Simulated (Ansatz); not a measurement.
The same calculation of LaC2, space group Immm as a Python script and as an input file (Ansatz 0.2.0, Python API).

`deck.py`:
```python
'''LaC2 from an input typed as a mapping.'''

import json

import ansatz as az

config = {
    'crystal': {
        'lattice': [
            [-1.999105, 2.435045, 2.720567],
            [1.999105, -2.435045, 2.720567],
            [1.999105, 2.435045, -2.720567],
        ],
        'atoms': [
            {'symbol': 'La', 'position': [0.0, 0.0, 0.0]},
            {'symbol': 'C', 'position': [0.633216, 0.5, 0.133216]},
            {'symbol': 'C', 'position': [0.366784, 0.5, 0.866784]},
        ],
    },
    'kpoints': {'mp_grid': {'kspacing': 0.3}},
    'hamiltonian': {'xc': 'pbesol'},
    'scf': {'occupations': {'method': 'gaussian', 'width': 0.15}},
    'output': {'forces': True, 'stress': True, 'eigenvalues': True},
}

outcome = az.Session.from_dict(config).plan(threads=1).execute()
rep = outcome.report

for key in ('converged', 'n_iterations', 'n_electrons', 'n_kpoints', 'n_pw', 'n_symmetry_ops', 'free_energy_ev', 'fermi_energy_ev'):
    print(f'{key:18s} {rep[key]}')

print('band  energy (eV)  occupation (first spin channel), at k =', rep['kpoints_frac'][0])
for band, (e, occ) in enumerate(zip(rep['eigenvalues_ev'][0], rep['occupations'][0]), start=1):
    print(f'{band:4d} {e:12.4f} {occ:9.4f}')

# forces in eV per angstrom
print('forces (eV/A)')
for site, force in zip(outcome.lattice.sites, rep['forces_ev_ang']):
    print(f'  {site.symbol:2s} {force[0]:9.4f} {force[1]:9.4f} {force[2]:9.4f}')

terms = rep['components']
print({name: round(terms[name], 3) for name in ('e_kinetic', 'e_hartree', 'e_xc', 'e_local', 'e_nonlocal', 'e_ewald', 'e_paw') if name in terms})

keep = ['free_energy_ev', 'energy_sigma0_ev', 'fermi_energy_ev', 'n_iterations', 'converged', 'magnetization_mub', 'n_kpoints']
with open('lac2.json', 'w') as handle:
    json.dump({key: rep[key] for key in keep}, handle, indent=1)
```

`python deck.py` gives:
```text
DeckWarning: basis.ecutwfc = 420 eV, auto-derived from the records' recommended cutoffs: set by La (normal level)
converged          True
n_iterations       7
n_electrons        19.0
n_kpoints          64
n_pw               1023
n_symmetry_ops     8
free_energy_ev     -6654.817583546957
fermi_energy_ev    10.03753886189731
band  energy (eV)  occupation (first spin channel), at k = [0.0, 0.0, 0.0]
   1     -22.5759    2.0000
   2      -6.2190    2.0000
   3      -6.0892    2.0000
   4      -5.9864    2.0000
   5      -4.7236    2.0000
   6       4.6609    2.0000
   7       5.2099    2.0000
   8       6.6103    2.0000
   9       6.9063    2.0000
  10       8.3918    2.0000
  11       9.3995    2.0000
  12      11.8145    0.0000
  13      11.8154    0.0000
  14      11.8399    0.0000
forces (eV/A)
  La    0.0000    0.0000    0.0000
  C     0.0000   -0.0598    0.0000
  C     0.0000    0.0598    0.0000
{'e_kinetic': 363.77, 'e_hartree': 164.504, 'e_xc': -231.759, 'e_local': -543.377, 'e_nonlocal': 153.541, 'e_ewald': -1042.514, 'e_paw': -5519.178}
```
(Warnings from the package without file and line.)

`input.yaml`:
```yaml
crystal:
  lattice:
    - [-1.999105, 2.435045, 2.720567]
    - [1.999105, -2.435045, 2.720567]
    - [1.999105, 2.435045, -2.720567]
  atoms:
    - { symbol: La, position: [0.0, 0.0, 0.0] }
    - { symbol: C, position: [0.633216, 0.5, 0.133216] }
    - { symbol: C, position: [0.366784, 0.5, 0.866784] }
kpoints:
  mp_grid: { kspacing: 0.3 }
hamiltonian:
  xc: pbesol
scf:
  occupations: { method: gaussian, width: 0.15 }
output:
  forces: true
  stress: true
  eigenvalues: true
```

The program run on that file:
```console
$ ansatz run input.yaml --threads 1 --pin off --max-ram 3072MiB --backend cpu --events-out ev --progress --plain --runs-dir out
Engine: ansatz 0.2.0, aarch64-unknown-linux-gnu
Pseudopotentials: kind: paw
Pseudopotential: La, paw, valence charge 11, recommended cutoff 420 eV (normal), La.paw.azcp
Pseudopotential: C, paw, valence charge 4, recommended cutoff 420 eV (normal), C.paw.azcp
Functional definition: PBEsol
  exchange = pbesol_x
  correlation = pbesol_c
Crystal: 3 atoms, lattice volume = 52.974 Å³
Basis set: ecut = 420 eV, 1023 PW (Γ), exchange–correlation on 60×60×60 points (8 copies of the dense FFT grid, shifted against one another)
Bands: 14, of which v1, the nominal top of the filled ones, is band 10 counted from 1 (9 counted from 0)
Symmetry: 8 space group operations
Space group: Immm (ITA 71), of the structure as read, at distance tolerance 3.8e-5 Å
k-points: 64 of 343
Non-local potential: La, projectors of the file, l = 0: 3, l = 1: 2, l = 2: 2, l = 3: 3
Non-local potential: C, projectors of the file, l = 0: 2, l = 1: 2, l = 2: 1
PAW form: soft (Blöchl's): semilocal exchange-correlation on the pseudo side does not see the compensation charge
PAW frozen core: La, regenerated for the run's functional, and the local potential with it (the file was generated under x = pbe(κ = 0.804, μ = 0.2195149727645171), c = pbe(β = 0.06672455060314922))
PAW frozen core: C, regenerated for the run's functional, and the local potential with it (the file was generated under x = pbe(κ = 0.804, μ = 0.2195149727645171), c = pbe(β = 0.06672455060314922))
PAW one-centre angular grid: La, 590 points (default); XC on 64 Gauss nodes
PAW one-centre angular grid: C, 110 points (default); XC on 64 Gauss nodes
Initial density: superposition of atomic densities (neutral atoms: chi_scale 0, normalization atom), corrected by the library's trained network
Initial wavefunctions: pseudopotential atomic-orbital guess
Functional: x = pbesol(κ = 0.804, μ = 0.12345679012345678), c = pbesol(β = 0.046)
SCF iter   1: F=—  HF=-6654.826088 eV  |F-HF|=—  |Δ(HF+E_count)|=         —  Δρ=6.88e-3  dr2=3.02e-2  ethr=1.77e-3  ⟨swp⟩=4.2  Hψ=4116  notcnv=0
preconditioner: auto → Kerker (q_TF=auto, 2.300 Å⁻¹)  [metal: Δε(μ)=0.028 eV  Ē_g=11.242 eV  σ=0.150 eV  W_gap=0.11  n_scr=12 (ndim 8)  ℏωp=21.0 eV  f_vac=0.000  D(μ)=1.22/eV (n_scr^D=12)]
SCF iter   2: F=—  HF=-6654.819456 eV  |F-HF|=—  |Δ(HF+E_count)|=   6.63e-3  Δρ=3.54e-3  dr2=8.31e-3  ethr=1.59e-4  ⟨swp⟩=1.8  Hψ=1808  notcnv=0
SCF iter   3: F=—  HF=-6654.817605 eV  |F-HF|=—  |Δ(HF+E_count)|=   1.85e-3  Δρ=9.53e-4  dr2=6.59e-4  ethr=4.37e-5  ⟨swp⟩=2.2  Hψ=1499  notcnv=0
SCF iter   4: F=—  HF=-6654.817563 eV  |F-HF|=—  |Δ(HF+E_count)|=   4.26e-5  Δρ=2.14e-4  dr2=2.44e-5  ethr=3.47e-6  ⟨swp⟩=2.0  Hψ=1467  notcnv=0
SCF iter   5: F=—  HF=-6654.817582 eV  |F-HF|=—  |Δ(HF+E_count)|=   1.91e-5  Δρ=5.35e-5  dr2=1.61e-6  ethr=1.29e-7  ⟨swp⟩=2.4  Hψ=1428  notcnv=0
SCF iter   6: F=—  HF=-6654.817583 eV  |F-HF|=—  |Δ(HF+E_count)|=   1.71e-6  Δρ=1.14e-5  dr2=1.10e-7  ethr=8.49e-9  ⟨swp⟩=2.5  Hψ=1398  notcnv=0
SCF iter   7: F=-6654.817584 eV  HF=-6654.817584 eV  |F-HF|=4.75e-10  |Δ(HF+E_count)|=   7.24e-8  Δρ=3.34e-6  dr2=1.15e-8  ethr=5.26e-10  ⟨swp⟩=6.2  Hψ=4167  notcnv=0
SCF 1 converged in 7 iterations: F = -6654.817584 eV  dr2 = 1.15e-8
  greatest PAW one-centre occupation: 0.972 electrons in one spin orbital (limit 2), on the La atom at site 0 (counted from 0), in its partial waves of l = 0
SCF converged after 7 iterations
Free energy (F): -6654.817584 eV
Harris-Foulkes:  -6654.817584 eV  (|F-HF|=4.75e-10)
Internal energy: -6654.803484 eV  (E = F + TS)
E sigma→0 (E₀):  -6654.810534 eV
Entropy (-TS):   -0.014100 eV (-4.700 meV/atom)
Fermi energy:    10.037539 eV
--- Per-component energies (eV) ---
  E_band       = -38.496497
  E_kinetic    = 363.769726
  E_local      = -543.377462  (includes V_loc(G=0)·N_el)
  E_nonlocal   = 153.540611
  E_hartree    = 164.503986
  E_xc         = -231.759151
  E_vxc        = -263.178378  (∫ρ·V_xc dr)
  E_paw        = -5519.178451  (= ΣΔE_a)
  E_vpaw       = -78.258097  (= ΣTr[D̂ρ^β])
  E_aug_tail   = 0.000015  (compensation charges beyond the density's cutoff)
  E_ewald      = -1042.514468
  E_core_change = 0.211710  (= ΣΔE_core)
  E_smearing   = -0.014100  (= −TS)
  E_closure    = 0.000000  (closes the sum)
  Σ components = -6654.817584   (vs F -6654.817584, Δ=0.00e0)
--- Forces (eV/Å), atoms counted from 1 ---
  atom   1  La     0.00000000     0.00000000     0.00000000
  atom   2  C      0.00000000    -0.05979587     0.00000000
  atom   3  C      0.00000000     0.05979587     0.00000000
  max |Σ_I F_I| component: 0.00e0 eV/Å
--- Stress (GPa, compression-positive) ---
       -2.302656       0.000000       0.000000
        0.000000      -3.012048       0.000000
        0.000000       0.000000      -4.099683
  P = ⅓ Tr σ = -3.1381 GPa (-31.381 kbar)
--- Band table (eV; the first three rows and the last of 64) ---
  k-point 0: bands = ["-22.5759", "-6.2190", "-6.0892", "-5.9864", "-4.7236", "4.6609", "5.2099", "6.6103", "6.9063", "8.3918", "9.3995", "11.8145", "11.8154", "11.8399"]
  k-point 1: bands = ["-22.5597", "-6.3840", "-6.1332", "-6.1271", "-4.4948", "3.9922", "5.7590", "6.3987", "6.8147", "8.6099", "10.2560", "11.4182", "12.0215", "12.1992"]
  k-point 2: bands = ["-22.5232", "-6.6897", "-6.2319", "-6.2298", "-4.4014", "3.8772", "6.0196", "6.3013", "6.7699", "8.6093", "11.1761", "11.6962", "12.0653", "12.2017"]
  k-point 63: bands = ["-22.4793", "-6.6530", "-6.6196", "-6.3974", "-4.5569", "4.3846", "5.9798", "6.2563", "6.5440", "10.7207", "11.3549", "11.8356", "11.9508", "12.2621"]
```

Reading the output:
- Absolute energies stand on the zero of these potentials, so only differences at equal settings mean something. A total without «per atom» is that of the cell as typed.
- The energy terms are those on the plane-wave grid, with the one-centre PAW part apart; the terms shown are only some of the summands, so they needn't add up to F.
- The computed bands are complete only to about 1.8 eV above the Fermi level.
- The zero of the levels is a convention of the potentials, so an absolute Fermi energy is no work function.
- This cell is a computed structure, which may not be the phase found in nature.
- Levels are Kohn-Sham eigenvalues on this mesh, without spin-orbit coupling.
- The whole script took 3.6 s on 1 thread of Arm Neoverse V1, on a shared host, peak memory 0.39 GiB.
